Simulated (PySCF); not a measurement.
**NdF3(NH3): other functionals and bases at one geometry**

Aim: see how levels, charges and forces of NdF3(NH3) depend on the level of theory. The species was built from a template and needn't be a known compound.

The runs use PySCF 2.14.0; several levels, as the steps say, no spin–orbit coupling.

1 further run of the same task is left out (for a known fault of the program).

### 1 The starting structure

8 atoms, charge 0, spin multiplicity 1.

Bond lengths: Nd1–F2 2.089 Å, Nd1–F3 2.089 Å, Nd1–F4 2.089 Å, Nd1–N5 2.607 Å, N5–H6 1.022 Å, N5–H7 1.022 Å, N5–H8 1.022 Å. Angles: F2–Nd1–F3 118.0°, F2–Nd1–F4 118.0°, F2–Nd1–N5 98.3°, F3–Nd1–F4 118.0°, F3–Nd1–N5 98.3°, F4–Nd1–N5 98.3°, Nd1–N5–H6 112.5°, Nd1–N5–H7 112.5°, Nd1–N5–H8 112.5°, H6–N5–H7 106.3°, H6–N5–H8 106.3°, H7–N5–H8 106.3°.

Geometry (Å):

```mol
F3H3NNd
  3D, bonds by distance, orders not assigned

  8  7  0  0  0  0  0  0  0  0999 V2000
    0.1074   -0.1074    0.1074 Nd  0  0
    1.1246    1.4069    1.1246 F   0  0
   -1.4069   -1.1246    1.1246 F   0  0
    1.1246   -1.1246   -1.4069 F   0  0
   -1.3980    1.3980   -1.3980 N   0  0
   -2.0090    2.0090   -0.8526 H   0  0
   -0.8526    2.0090   -2.0090 H   0  0
   -2.0090    0.8526   -2.0090 H   0  0
  1  2  8  0
  1  3  8  0
  1  4  8  0
  1  5  8  0
  5  6  8  0
  5  7  8  0
  5  8  8  0
M  END
```

Formal oxidation states: Nd +3. Each metal's 3 4f electrons lie in its core potential, so multiplicities, spins and levels count the valence alone. An earlier session relaxed this geometry at PBE0, Nd lcecp-1-SVP with ECP49, F def2-SVP, N def2-SVP, H def2-SVP (singlet, point group C3v).

At PBE0 on the finer grid: E = -389.668939 Eh, HOMO -9.20 eV, LUMO -0.80 eV, Mulliken charge on Nd1 +1.18 e, largest force component 0.005 eV/Å. 

Levels to run: M06-L; BLYP; PBE0, TZVP. Hardware: 2 threads of Arm Neoverse V1, shared host.

### 2 M06-L

Contents of run.py (the lines that set the calculation):

```python
mol = gto.M(atom='''
Nd     0.10736    -0.10736     0.10736
F      1.12462     1.40694     1.12462
F     -1.40694    -1.12462     1.12462
F      1.12462    -1.12462    -1.40694
N     -1.39803     1.39803    -1.39803
H     -2.00904     2.00904    -0.85262
H     -0.85262     2.00904    -2.00904
H     -2.00904     0.85262    -2.00904''',
    basis={'Nd': 'lcecp-1-SVP', 'F': 'def2-SVP', 'N': 'def2-SVP', 'H': 'def2-SVP'},
    ecp={'Nd': 'lcecp-1-SVP'},
    charge=0, spin=0)
mf = dft.RKS(mol, xc='M06L')
mf.grids.atom_grid = (75, 302)  # f atoms: unpruned, at least (60, 302)
mf = mf.density_fit()  # fitting sets: Nd AutoAux, F def2-universal-JKFIT, N def2-universal-JKFIT, H def2-universal-JKFIT
mf.conv_tol = 1e-08; mf.max_cycle = 55
mf.kernel(dm0)  # dm0: the density of the relaxed state
```

Launch:

```
> OMP_NUM_THREADS=2 python run.py
```

What it wrote:

```text
init E= -389.977407072145
  HOMO = -0.283042226424032  LUMO = -0.0236755638812554  gap/eV = 7.05773
cycle= 1 E= -389.982594741645  delta_E= -0.00519  |g|= 0.036  |ddm|= 0.24
  HOMO = -0.271667538345781  LUMO = -0.0262171617039897  gap/eV = 6.67904
cycle= 2 E= -389.982054459212  delta_E= 0.00054  |g|= 0.0676  |ddm|= 0.0734
  HOMO = -0.277410259586275  LUMO = -0.0257202942905295  gap/eV = 6.84883
cycle= 3 E= -389.982850096829  delta_E= -0.000796  |g|= 0.00464  |ddm|= 0.0469
  HOMO = -0.277644001736238  LUMO = -0.0256583810183315  gap/eV = 6.85688
cycle= 4 E= -389.982855490441  delta_E= -5.39e-06  |g|= 0.00137  |ddm|= 0.00736
  HOMO = -0.2776518024069  LUMO = -0.0255797197532814  gap/eV = 6.85923
cycle= 5 E= -389.9828558172  delta_E= -3.27e-07  |g|= 0.000699  |ddm|= 0.00149
  HOMO = -0.277621707728565  LUMO = -0.0255920441821686  gap/eV = 6.85808
cycle= 6 E= -389.982855923555  delta_E= -1.06e-07  |g|= 0.000131  |ddm|= 0.000673
  HOMO = -0.277613429678791  LUMO = -0.0255966385241209  gap/eV = 6.85773
cycle= 7 E= -389.982855927293  delta_E= -3.74e-09  |g|= 1.05e-05  |ddm|= 0.000121
  HOMO = -0.277611810946859  LUMO = -0.0255973404274066  gap/eV = 6.85766
Extra cycle  E= -389.982855927263  delta_E= 2.98e-11  |g|= 1.69e-05  |ddm|= 2.28e-05
converged SCF energy = -389.982855927263
```

Wall time 8.7 s (2 threads of Arm Neoverse V1, shared host).

It gives: E = -389.982856 Eh, HOMO -7.55 eV, LUMO -0.70 eV, Mulliken charge on Nd1 +1.33 e, largest force component 0.181 eV/Å. 

### 3 BLYP

run.py (the lines that set the calculation): that of step 2 with these lines changed.

```diff
@@ -12,3 +12,3 @@
     charge=0, spin=0)
-mf = dft.RKS(mol, xc='M06L')
+mf = dft.RKS(mol, xc='BLYP')
 mf.grids.atom_grid = (75, 302)  # f atoms: unpruned, at least (60, 302)
```

Launch:

```
> OMP_NUM_THREADS=2 python run.py
```

What it wrote:

```text
init E= -389.947095062716
  HOMO = -0.254273865017908  LUMO = -0.0569978719651729  gap/eV = 5.36815
cycle= 1 E= -389.951091554458  delta_E= -0.004  |g|= 0.113  |ddm|= 0.389
  HOMO = -0.280602363583735  LUMO = -0.0542013828038215  gap/eV = 6.16068
cycle= 2 E= -389.938282226144  delta_E= 0.0128  |g|= 0.292  |ddm|= 0.322
  HOMO = -0.263039468432054  LUMO = -0.0560952241660218  gap/eV = 5.63124
cycle= 3 E= -389.954001391672  delta_E= -0.0157  |g|= 0.0181  |ddm|= 0.194
  HOMO = -0.263706165925997  LUMO = -0.0568560044324613  gap/eV = 5.62868
cycle= 4 E= -389.954095544251  delta_E= -9.42e-05  |g|= 0.0028  |ddm|= 0.0254
  HOMO = -0.263375344375001  LUMO = -0.0567811736591004  gap/eV = 5.62171
cycle= 5 E= -389.954096635149  delta_E= -1.09e-06  |g|= 0.00144  |ddm|= 0.00288
  HOMO = -0.263308958969114  LUMO = -0.0568034762648857  gap/eV = 5.61930
cycle= 6 E= -389.954097088713  delta_E= -4.54e-07  |g|= 9.64e-05  |ddm|= 0.00127
  HOMO = -0.263314837808937  LUMO = -0.0567974141411334  gap/eV = 5.61963
cycle= 7 E= -389.954097090878  delta_E= -2.16e-09  |g|= 1.26e-05  |ddm|= 9.22e-05
  HOMO = -0.26331777432315  LUMO = -0.0567973231136385  gap/eV = 5.61971
Extra cycle  E= -389.954097090762  delta_E= 1.16e-10  |g|= 2.85e-05  |ddm|= 2.72e-05
converged SCF energy = -389.954097090762
```

It took 6.1 s on 2 threads of Arm Neoverse V1, shared host.

It gives: E = -389.954097 Eh, HOMO -7.17 eV, LUMO -1.55 eV, Mulliken charge on Nd1 +0.92 e, largest force component 0.312 eV/Å. 

### 4 PBE0, TZVP

Basis: Nd lcecp-1-TZVP with ECP49, F def2-TZVP, N def2-TZVP, H def2-TZVP. 

run.py (the lines that set the calculation): that of step 3 with these lines changed.

```diff
@@ -9,6 +9,6 @@
 H     -2.00904     0.85262    -2.00904''',
-    basis={'Nd': 'lcecp-1-SVP', 'F': 'def2-SVP', 'N': 'def2-SVP', 'H': 'def2-SVP'},
-    ecp={'Nd': 'lcecp-1-SVP'},
+    basis={'Nd': 'lcecp-1-TZVP', 'F': 'def2-TZVP', 'N': 'def2-TZVP', 'H': 'def2-TZVP'},
+    ecp={'Nd': 'lcecp-1-TZVP'},
     charge=0, spin=0)
-mf = dft.RKS(mol, xc='BLYP')
+mf = dft.RKS(mol, xc='PBE0')
 mf.grids.atom_grid = (75, 302)  # f atoms: unpruned, at least (60, 302)
@@ -16,2 +16,2 @@
 mf.conv_tol = 1e-08; mf.max_cycle = 55
-mf.kernel(dm0)  # dm0: the density of the relaxed state
+mf.kernel(dm0)  # dm0: free metal ions and neutral atoms
```

Launch:

```
> OMP_NUM_THREADS=2 python run.py
```

What it wrote:

```text
init E= -394.567781334617
  HOMO = -0.308253790074609  LUMO = -0.0565694454121588  gap/eV = 6.84868
cycle= 1 E= -390.071909270144  delta_E=  4.5  |g|= 0.497  |ddm|= 1.98
  HOMO = -0.310654559223797  LUMO = -0.0596063887768494  gap/eV = 6.83137
cycle= 2 E= -390.07916838678  delta_E= -0.00726  |g|= 0.401  |ddm|= 0.542
  HOMO = -0.353412555572738  LUMO = -0.0363212965016145  gap/eV = 8.62849
cycle= 3 E= -390.10236903741  delta_E= -0.0232  |g|= 0.204  |ddm|= 0.291
  HOMO = -0.341522528190661  LUMO = -0.0366410660326016  gap/eV = 8.29625
cycle= 4 E= -390.1085340087  delta_E= -0.00616  |g|= 0.0449  |ddm|= 0.0978
  HOMO = -0.345459215212062  LUMO = -0.0369140627610219  gap/eV = 8.39594
cycle= 5 E= -390.108845830204  delta_E= -0.000312  |g|= 0.00871  |ddm|= 0.0247
  HOMO = -0.344991029336579  LUMO = -0.0367873045617302  gap/eV = 8.38665
cycle= 6 E= -390.108859740047  delta_E= -1.39e-05  |g|= 0.000581  |ddm|= 0.00507
  HOMO = -0.34501532406097  LUMO = -0.0367907928951145  gap/eV = 8.38722
cycle= 7 E= -390.108859810238  delta_E= -7.02e-08  |g|= 0.000216  |ddm|= 0.000783
  HOMO = -0.345007683279819  LUMO = -0.0367824705677038  gap/eV = 8.38724
cycle= 8 E= -390.108859821873  delta_E= -1.16e-08  |g|= 2.69e-05  |ddm|= 0.000261
  HOMO = -0.345007275913472  LUMO = -0.0367826466314095  gap/eV = 8.38722
cycle= 9 E= -390.108859822051  delta_E= -1.78e-10  |g|= 6.26e-06  |ddm|= 3.94e-05
  HOMO = -0.345008086245876  LUMO = -0.0367828014101015  gap/eV = 8.38724
Extra cycle  E= -390.108859822055  delta_E= -3.18e-12  |g|= 6.36e-06  |ddm|= 1.69e-05
converged SCF energy = -390.108859822055
```

Run time: 16 s. Hardware: 2 threads of Arm Neoverse V1, shared host.

Result: E = -390.108860 Eh, HOMO -9.39 eV, LUMO -1.00 eV, Mulliken charge on Nd1 +1.67 e, largest force component 0.234 eV/Å. 

### 5 Results

| level | state | HOMO (eV) | gap (eV) | charge on Nd1 (e) | dipole (D) | largest force (eV/Å) | basis functions | time |
| --- | --- | --- | --- | --- | --- | --- | --- | --- |
| PBE0 (relaxed here) | singlet | -9.20 | 8.40 | 1.18 | 6.09 | 0.00 | 104 | 16 s |
| M06-L | singlet | -7.55 | 6.86 | 1.33 | 5.94 | 0.18 | 104 | 8.7 s |
| BLYP | singlet | -7.17 | 5.62 | 0.92 | 5.95 | 0.31 | 104 | 6.1 s |
| PBE0, TZVP | singlet | -9.39 | 8.39 | 1.67 | 6.06 | 0.23 | 189 | 16 s |

Times are on 2 threads of Arm Neoverse V1, shared host; the first row also made further properties.

In one basis the HOMO–LUMO gap runs from 5.62 eV (BLYP) to 8.40 eV (PBE0). The largest leftover force, 0.31 eV/Å with BLYP, stands at a geometry relaxed at another level. The Mulliken charge on Nd spans +0.92 to +1.67 e over the levels. With 4f in the core, its levels are missing from HOMO and gap. Total energies of different levels can't be compared. Spin–orbit coupling is left out throughout.
